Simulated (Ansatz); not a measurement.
The system is CaB2.

```
CELL_PARAMETERS angstrom
3.22643 0.00000 0.00000
-1.61322 2.79417 0.00000
0.00000 0.00000 4.06739
ATOMIC_POSITIONS crystal
Ca 0.00000 0.00000 0.00000
B 0.66667 0.33333 0.50000
B 0.33333 0.66667 0.50000
```

The cell comes from a database or a generator and needn't be the stable form of this composition.

Base run:

| Property | Result |
| --- | --- |
| Program | Ansatz 0.2.0 |
| Functional | RPBE |
| Potentials or basis | Ansatz PAW |
| Cutoff | 420 eV (not typed: the program's choice for these potentials) |
| k mesh | 9 × 9 × 7 |
| Occupations | fermi-dirac, width 0.05 eV |
| Spin | no spin polarisation |

Its results: band gap on the k mesh none (metal or under the smearing width); pressure 2.7 GPa.

Problem. After a change of settings the same cell gave: band gap on the k mesh none (metal or under the smearing width); pressure -7.0 GPa. Which change was it?
A. functional from RPBE to PBE
B. functional from RPBE to r2SCAN; cutoff from 420 eV (not typed: the program's choice for these potentials) to 500 eV (not typed: the program's choice for these potentials)
C. functional from RPBE to BLYP
D. functional from RPBE to LDA

Solution. D.

LDA binds more tightly than RPBE, so the same cell stands under less pressure.

Caveats: the PAW data sets come from PBE, with cores solved anew for the run's functional, which leaves a small shift of forces and pressure.
